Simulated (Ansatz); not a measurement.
**AlH5O2Si: up Jacob's ladder to CCSD(T)**

One table from this session's results is given with a row withheld; the runs are named, their logs left out.

Program: Ansatz 0.2.0, Gaussian basis. Level of theory: functionals in def2-TZVPP, the program's frozen cores in correlated methods. These are calculated values, not measurements.

Levels to be run: LDA (SPW92), PBE-D4, revPBE-D4, BLYP-D4, r2SCAN-D4, B97M-V, PBE0-D4, B3LYP-D4, r2SCANh-D4, r2SCAN0-D4, HSE06-D4, BHLYP-D4, CAM-B3LYP-D4, LC-ωPBE, ωB97X-V, ωB97M-V, B2PLYP, PBE-QIDH; CCSD(T)/def2-SVP; CCSD(T)/def2-TZVPP; MP2/def2-QZVPP; extrapolation to the limit; RPA on PBE.

## The relaxed structure

The geometry comes from an earlier relaxation with PBE0-D4 in a triple-zeta def2 set; it is a stationary point, not always the lowest conformer.

SMILES `[OH][AlH][SiH2]O`, 9 atoms, charge 0, spin multiplicity 1.

Atoms are counted from 1 here; the program's logs count them from 0.

Bond lengths: O1–Al2 1.701 Å, O1–H5 0.956 Å, Al2–Si3 2.472 Å, Al2–H6 1.584 Å, Si3–O4 1.665 Å, Si3–H7 1.497 Å, Si3–H8 1.490 Å, O4–H9 0.958 Å. Angles: Al2–O1–H5 122.4°, O1–Al2–Si3 118.2°, O1–Al2–H6 115.4°, Si3–Al2–H6 126.4°, Al2–Si3–O4 112.2°, Al2–Si3–H7 111.7°, Al2–Si3–H8 111.2°, O4–Si3–H7 110.3°, O4–Si3–H8 104.8°, H7–Si3–H8 106.3°, Si3–O4–H9 116.9°.

The first run:

Contents of in.yaml:

```yaml
crystal:
  periodic: [false, false, false]
  atoms:
    - {symbol: O, position_ang: [-0.987553, 2.141968, -0.464557]}
    - {symbol: Al, position_ang: [-0.288009, 1.224152, 0.784859]}
    - {symbol: Si, position_ang: [0.361618, -1.110348, 0.295082]}
    - {symbol: O, position_ang: [0.223167, -1.474443, -1.324094]}
    - {symbol: H, position_ang: [-1.185240, 1.772150, -1.324010]}
    - {symbol: H, position_ang: [-0.113975, 1.979427, 2.166506]}
    - {symbol: H, position_ang: [1.745816, -1.412215, 0.779986]}
    - {symbol: H, position_ang: [-0.542561, -2.076083, 0.980226]}
    - {symbol: H, position_ang: [0.875237, -1.090908, -1.911297]}
basis:
  gaussian: {orbitals: def2-TZVPP}
hamiltonian: {xc: lda}
output: {orbitals: {seedname: orbitals}}
```

Command:

```console
$ ansatz run in.yaml --threads 2 --pin off --events-out ev --progress --plain --max-ram 4352MiB
```

Among the steps run: LDA; PBE-D4 (GGA); revPBE-D4 (GGA); BLYP-D4 (GGA); r2SCAN-D4 (meta-GGA); B97M-V (meta-GGA); B3LYP-D4 (hybrid); r2SCANh-D4 (hybrid); r2SCAN0-D4 (hybrid); HSE06-D4 (hybrid); BHLYP-D4 (hybrid); CAM-B3LYP-D4 (range-separated); LC-ωPBE (range-separated); ωB97X-V (range-separated); ωB97M-V (range-separated); B2PLYP (double hybrid); PBE-QIDH (double hybrid).

One table of the session follows, with a row left open; its other results are not shown here.

It belongs to the step «Frontier levels by functional». 

```
  functional  HOMO (eV)  LUMO (eV)  gap (eV)
 LDA (SPW92)          ?          ?         ?
      PBE-D4      -5.93      -2.21      3.73
   revPBE-D4      -5.89      -2.11      3.78
     BLYP-D4      -5.83      -2.07      3.76
   r2SCAN-D4      -6.19      -1.98      4.21
      B97M-V      -6.28      -2.18      4.09
     PBE0-D4      -7.12      -1.47      5.65
    B3LYP-D4      -6.94      -1.65      5.28
  r2SCANh-D4      -6.63      -1.72      4.91
  r2SCAN0-D4      -7.28      -1.34      5.94
    HSE06-D4      -6.72      -1.84      4.88
    BHLYP-D4      -8.22      -0.69      7.53
CAM-B3LYP-D4      -8.42      -0.51      7.91
     LC-ωPBE      -9.69       0.55     10.24
     ωB97X-V      -9.38       0.45      9.82
     ωB97M-V      -9.14       0.18      9.32
```

Q: Estimate the row for LDA (SPW92) from the others.

**Answer.** HOMO (eV): -6.02; LUMO (eV): -2.41; gap (eV): 3.61. In the column «HOMO (eV)» it lies between r2SCAN-D4 (-6.19) and PBE-D4 (-5.93).
